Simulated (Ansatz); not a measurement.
# CH₄AlFOS: one species, many methods

The task here is to estimate one member of a computed series from the others.

Computed with Ansatz 0.2.0, Gaussian basis. Level: functionals in def2-TZVPP, the program's frozen cores in correlated methods.

Plan: PBE-D4, r2SCAN-D4, PBE0-D4, B3LYP-D4, ωB97X-V, ωB97M-V, B2PLYP; CCSD(T)/def2-TZVPP; CCSD(T)/def2-QZVPP; extrapolation to the limit.

### Structure used throughout

An earlier PBE0-D4 in a triple-zeta def2 set relaxation fixed the geometry.

SMILES `C[O][Al]([F])[SH]`, 9 atoms, charge 0, spin multiplicity 1.

Atoms are counted from 1 here; the program's logs count them from 0.

Bond lengths: C1–O2 1.399 Å, C1–H6 1.095 Å, C1–H7 1.094 Å, C1–H8 1.094 Å, O2–Al3 1.665 Å, Al3–F4 1.647 Å, Al3–S5 2.160 Å, S5–H9 1.345 Å. Angles: O2–C1–H6 112.4°, O2–C1–H7 109.9°, O2–C1–H8 109.9°, H6–C1–H7 108.3°, H6–C1–H8 108.3°, H7–C1–H8 108.1°, C1–O2–Al3 139.5°, O2–Al3–F4 121.8°, O2–Al3–S5 118.8°, F4–Al3–S5 119.5°, Al3–S5–H9 91.8°.

Coordinates:

```xyz
9
charge 0, multiplicity 1
C    -0.0660   -0.1197   -1.7958
O     0.4495   -0.1660   -0.4966
Al   -0.0461    0.0944    1.0712
F    -1.5869    0.5523    1.4283
S     1.3798   -0.1789    2.6710
H    -1.1217    0.1720   -1.8151
H     0.5002    0.5997   -2.3951
H     0.0274   -1.1025   -2.2679
H     0.4638    0.1488    3.6000
```

Set-up of the first run:

Input file in.yaml:

```yaml
crystal:
  periodic: [false, false, false]
  atoms:
    - {symbol: C, position_ang: [-0.065970, -0.119749, -1.795810]}
    - {symbol: O, position_ang: [0.449516, -0.165958, -0.496551]}
    - {symbol: Al, position_ang: [-0.046132, 0.094352, 1.071169]}
    - {symbol: F, position_ang: [-1.586907, 0.552285, 1.428332]}
    - {symbol: S, position_ang: [1.379781, -0.178946, 2.671003]}
    - {symbol: H, position_ang: [-1.121665, 0.172013, -1.815067]}
    - {symbol: H, position_ang: [0.500161, 0.599737, -2.395147]}
    - {symbol: H, position_ang: [0.027409, -1.102489, -2.267870]}
    - {symbol: H, position_ang: [0.463806, 0.148774, 3.599951]}
basis:
  gaussian: {orbitals: def2-TZVPP}
hamiltonian: {xc: pbe, dispersion: d4}
output: {forces: true, orbitals: {seedname: orbitals}}
```

Started as:

```console
> ansatz run in.yaml --threads 2 --pin off --events-out ev --progress --plain --max-ram 22528MiB --backend cpu
```

Steps of the session up to this table: PBE-D4 (GGA); r2SCAN-D4 (meta-GGA); PBE0-D4 (hybrid); B3LYP-D4 (hybrid); ωB97X-V (range-separated); ωB97M-V (range-separated); B2PLYP (double hybrid); CCSD(T) in def2-TZVPP; CCSD(T) in def2-QZVPP.

One table of the session follows, with a row left open; its other results are not shown here.

```
            method  atomisation energy (kJ/mol)
            PBE-D4                       3445.9
         r2SCAN-D4                            ?
           PBE0-D4                       3375.8
          B3LYP-D4                       3382.5
           ωB97X-V                       3410.4
           ωB97M-V                       3412.7
            B2PLYP                       3363.9
     HF/def2-TZVPP                       2486.7
    MP2/def2-TZVPP                       3407.4
   CCSD/def2-TZVPP                       3266.3
CCSD(T)/def2-TZVPP                       3317.7
           MP2/CBS                       3506.9
       CCSD(T)/CBS                       3419.5
```

Q: Estimate the row for r2SCAN-D4 from the others.

**Answer.** atomisation energy (kJ/mol): 3417.5. In the column «atomisation energy (kJ/mol)» it lies between ωB97M-V (3412.7) and CCSD(T)/CBS (3419.5).
